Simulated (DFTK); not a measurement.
A run of DFTK 0.8.2:

File run.jl:

```julia
using DFTK
using PseudoPotentialData
using Unitful, UnitfulAtomic
using LinearAlgebra, Printf
include("save.jl")
disable_threading()

# lattice vectors are the columns
lattice = austrip(1u"Å") * [       3.30138       -1.65069            0.0;
                      0.0        2.85908            0.0;
                      0.0            0.0           23.8]
symbols   = [:Bi]
positions = [[0.0, 0.0, 0.29412]]
pseudopotentials = Dict(:Bi => "Bi.upf")
elements = Dict(s => ElementPsp(s, pseudopotentials; rcut=10.0) for s in unique(symbols))
atoms    = [elements[s] for s in symbols]

build_model(lattice, positions; symmetries=true) =
    model_DFT(lattice, atoms, positions;
              functionals=[:gga_x_am05, :gga_c_am05],
              temperature=austrip(0.05u"eV"),
              smearing=Smearing.FermiDirac(),
              symmetries)
Ecut  = 45.0  # hartree
kgrid = [9, 9, 1]
tol   = 1e-6
to_GPa = ustrip(uconvert(u"GPa", 1u"hartree/bohr^3"))

model = build_model(lattice, positions)
basis = PlaneWaveBasis(model; Ecut, kgrid)
display(basis)
scfres = self_consistent_field(basis;
                               tol,
                               nbandsalg=AdaptiveBands(model; n_bands_converge=12))
display(scfres.energies)
@printf "Fermi level: %.6f eV\n" ustrip(auconvert(u"eV", something(scfres.εF, NaN)))
forces = compute_forces_cart(scfres)
println("Forces (eV/Å)")
for (s, f) in zip(symbols, forces)
    @printf "%-3s %12.6f %12.6f %12.6f\n" s ustrip.(auconvert.(u"eV/Å", f))...
end
stress = compute_stresses_cart(scfres)
println("Stress (GPa)")
display(round.(stress * to_GPa; digits=4))
println("Levels at the first k-point (eV): ", round.(ustrip.(auconvert.(u"eV", scfres.eigenvalues[1][1:scfres.n_bands_converge])); digits=4))
save_scf!(scfres; forces, stress)
```

Potentials or basis: SG15 1.2 (PBE).

Launch:

```console
$ julia --threads=1 run.jl  # save.jl only writes the numbers to a file and isn't shown; printed stress counts tension as positive; times include loading and compiling
```

Hardware: 1 thread of Intel(R) Xeon(R) 6975P-C (Granite Rapids), on a shared host.

Question: Estimate the wall time of this run.

Answer: Run time: 4.2 min on 1 thread of Intel(R) Xeon(R) 6975P-C (Granite Rapids), with other jobs on the host, peak memory 2.3 GiB. Counts: scf iterations 13, k points 12, plane waves 21941, bands 12.
